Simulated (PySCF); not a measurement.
**H2O2Te: changing the method**

Aim: see what other levels and later steps give for H2O2Te.

Computed with PySCF 2.14.0. Level: each script names its method and basis.

4 further runs of the same task are left out: 1 for a known fault of the program, 3 that didn't finish.

### Step 1. The system as given

H2O2Te: 5 atoms, charge 0, spin multiplicity 1.

Bond lengths: Te1–O2 1.910 Å, Te1–O3 1.910 Å, O2–H4 0.943 Å, O3–H5 0.943 Å. Angles: O2–Te1–O3 98.5°, Te1–O2–H4 109.0°, Te1–O3–H5 109.0°.

### Step 2. Base script

input.py

```python
from pyscf import gto, scf, mp

mol = gto.M(
    atom='Te 0 0.2626 0; O 0.2084 -0.9845 1.4314; O -0.2084 -0.9845 -1.4314; H -0.6443 -1.2652 1.72; H 0.6443 -1.2652 -1.72',
    basis='x2c-svpall',
    charge=0,
    spin=0,
    symmetry=True,
    verbose=3,
)
mf = scf.RHF(mol)
mf = mf.sfx2c1e()
mf.kernel()
mp.MP2(mf, frozen=20).kernel()
mf.dip_moment()
print('orbital energies (hartree):', mf.mo_energy[..., max(0, mol.nelec[1]-3):mol.nelec[0]+3].round(4))
```

Command:

```console
python input.py
```

### Step 3. SCF alone

Variant 1 changes step after the SCF: mp2 → none.

input.py, as its differences from that of step 2:

```diff
@@ -1,2 +1,2 @@
-from pyscf import gto, scf, mp
+from pyscf import gto, scf
 
@@ -13,3 +13,2 @@
 mf.kernel()
-mp.MP2(mf, frozen=20).kernel()
 mf.dip_moment()
```

### Step 4. Gradient

Variant 2 changes step after the SCF: mp2 → gradient.

input.py, as its differences from that of step 2:

```diff
@@ -1,2 +1,2 @@
-from pyscf import gto, scf, mp
+from pyscf import gto, scf
 
@@ -13,3 +13,3 @@
 mf.kernel()
-mp.MP2(mf, frozen=20).kernel()
+mf.nuc_grad_method().kernel()
 mf.dip_moment()
```

### Step 5. TDHF

Variant 3 changes step after the SCF: mp2 → tddft; number of roots: none → 8.

input.py, as its differences from that of step 2:

```diff
@@ -1,2 +1,2 @@
-from pyscf import gto, scf, mp
+from pyscf import gto, scf, tdscf
 
@@ -13,3 +13,6 @@
 mf.kernel()
-mp.MP2(mf, frozen=20).kernel()
+td = tdscf.TDHF(mf)
+td.nstates = 8
+td.kernel()
+td.analyze()
 mf.dip_moment()
```

**Question.** What will these runs give? Wanted: for each run, E(SCF); from base; gap; SCF dipole; after the SCF.

As calculated:

| run | E(SCF) (hartree) | from base (eV) | gap (eV) | SCF dipole (D) | after the SCF |
| --- | --- | --- | --- | --- | --- |
| base | -6941.104853 | 0 | 11.17 | 1.09 | MP2 correlation -13.493 eV, core frozen |
| SCF alone | -6941.104853 | 0.0000 | 11.17 | 1.09 | n/a |
| gradient | -6941.104853 | 0.0000 | 11.17 | 1.09 | n/a |
| TDHF | -6941.104853 | 0.0000 | 11.17 | 1.09 | lowest root found 3.81 eV |

In words: The dearest run is “TDHF”, at 24 s against 3.9 s.
